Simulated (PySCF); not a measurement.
**C₃H₅B: electronic excitations**

Wanted: the electronic excitations of C₃H₅B (`BC1=CC1`), by calculation.

Programs: PySCF 2.14.0, with density-fitted response routines of our own. Each step states its level of theory. These are calculated values for one molecule in the gas phase, unless marked as measured. Atoms are numbered from 0 throughout.

**1. Starting geometry**

9 atoms, charge 0, multiplicity 1; geometry from: GFN2-xTB.

Bonds of the start (Å): B0–C1 1.50, C1–C2 1.31, C2–C3 1.47, C3–C1 1.54, B0–H4 1.17, B0–H5 1.17, C2–H6 1.06, C3–H7 1.08, C3–H8 1.09.

**2. Excited states and response: CAM-B3LYP/def2-SVPD**

Job settings and geometry (Å):

```
{"job": {"kind": "uv", "xc": "CAM-B3LYP", "basis": "def2-SVPD", "nstates": 8, "ntriplets": 3}, "charge": 0, "multiplicity": 1}
B      1.660426     0.236702    -0.003278
C      0.162541     0.231521    -0.019921
C     -1.044806     0.748460    -0.000945
C     -1.040746    -0.725761    -0.043657
H      2.255948     0.892268    -0.767762
H      2.228628    -0.429729     0.773417
H     -1.661504     1.594634     0.180567
H     -1.230763    -1.240090    -0.978378
H     -1.316164    -1.302012     0.834778
```

With the program's defaults for keys left out, this is: TDDFT CAM-B3LYP/def2-SVPD, vertical, gas phase, core orbitals frozen in the response.

Launch:

```bash
$ OMP_NUM_THREADS=1 python probes_run.py task.json out
```

The driver reads the jobs from task.json and runs them one after another.

Output:

```text
coarse grid: 7448 points
cycle   1  E = -141.8221437499  dE =  5.583e-01  |g| = 2.075e-01  |ddm| = 4.868e+00
cycle   2  E = -141.8305594300  dE = -8.416e-03  |g| = 1.641e-01  |ddm| = 7.142e-01
cycle   3  E = -141.8368346400  dE = -6.275e-03  |g| = 5.293e-02  |ddm| = 2.829e-01
cycle   4  E = -141.8374628352  dE = -6.282e-04  |g| = 2.081e-02  |ddm| = 9.840e-02
cycle   5  E = -141.8375725476  dE = -1.097e-04  |g| = 2.900e-03  |ddm| = 3.593e-02
cycle   6  E = -141.8375759100  dE = -3.362e-06  |g| = 9.001e-04  |ddm| = 7.885e-03
final grid: 71696 points
cycle   7  E = -141.8690424191  dE = -1.948e-05  |g| = 2.574e-03  |ddm| = 6.204e-02
cycle   8  E = -141.8690425714  dE = -1.523e-07  |g| = 2.637e-03  |ddm| = 9.164e-03
cycle   9  E = -141.8690443422  dE = -1.771e-06  |g| = 2.914e-04  |ddm| = 3.669e-03
cycle  10  E = -141.8690443610  dE = -1.881e-08  |g| = 2.065e-04  |ddm| = 6.550e-04
cycle  11  E = -141.8690443722  dE = -1.121e-08  |g| = 3.168e-05  |ddm| = 3.492e-04
cycle  12  E = -141.8690443728  dE = -5.710e-10  |g| = 1.527e-05  |ddm| = 9.625e-05
converged SCF energy = -141.8690443728

Static polarisability (au): isotropic 49.376, principal 36.588 45.710 65.829

Singlet excitations
state   eV       nm        f      main configurations
  1   4.3400    285.7   0.05648   H->L 0.91
  2   5.0816    244.0   0.04789   H-1->L 0.89
  3   6.1443    201.8   0.02720   H-2->L 0.91
  4   6.7118    184.7   0.01666   H-3->L 0.53, H->L+2 0.38
  5   6.8839    180.1   0.01454   H->L+2 0.48, H-1->L+2 0.22, H-3->L 0.20
  6   7.1074    174.4   0.00468   H->L+1 0.83, H->L+3 0.10
  7   7.4639    166.1   0.12652   H-1->L+2 0.55, H-3->L 0.13, H-2->L+2 0.09
  8   7.8061    158.8   0.00833   H->L+3 0.56, H->L+4 0.30

Triplet excitations (Tamm-Dancoff, eV): 3.1093 4.4300 5.2272
```

Wall time 8.9 s (1 thread, shared host).

Frontier orbitals and where they lie:

```
orbital      eV                      atoms
 HOMO−3  -12.08  B0 29 %, C1 21 %, H4 16 %
 HOMO−2  -11.13  C2 22 %, B0 22 %, C1 20 %
 HOMO−1   -9.74  C3 36 %, C1 23 %, C2 16 %
   HOMO   -8.62  C2 29 %, C1 28 %, C3 16 %
   LUMO   -0.91  B0 42 %, C1 17 %, C2 15 %
 LUMO+1    1.30   B0 59 %, C2 10 %, C3 8 %
 LUMO+2    1.60  C1 26 %, C2 23 %, B0 17 %
```

With each of the 8 states as a Gaussian band of 0.4 eV half-width at 1/e, the curve within the window shown has maxima at 284 nm (ε 2,400), 246 nm (ε 2,000), 198 nm (ε 1,300), 166 nm (ε 5,500) L/(mol cm). Beyond the last state computed it falls off for lack of states. The curve at chosen wavelengths:

```
 nm  ε (L/mol/cm)
153           582
160          3408
167          5437
174          3371
181          1850
189          1325
196          1252
203          1179
210           812
217           507
224           643
231          1188
238          1773
246          2026
253          1902
260          1777
267          1869
274          2124
281          2331
288          2315
295          2051
303          1564
310          1112
317           727
324           442
331           253
```

Further results of this job:

```
           property  computed
  dipole moment (D)      0.84
polarisability (Å³)      7.32
 HOMO–LUMO gap (eV)      7.72
      −ε(HOMO) (eV)      8.62
```

**3. Outcome**

| quantity | value |
| --- | --- |
| lowest singlet (CAM-B3LYP/def2-SVPD) | 4.34 eV (286 nm), f = 0.056 |
| brightest single state of those computed | state 7, 7.46 eV, f = 0.127 |
| lowest triplet | 3.11 eV |

The lowest singlet, at 4.34 eV, is HOMO→LUMO 0.91 and is bright; of the 8 states computed, the strongest absorption comes from state 7 at 7.46 eV. The lowest triplet lies 1.23 eV below the lowest singlet (triplets in Tamm-Dancoff, singlets in full TDDFT).
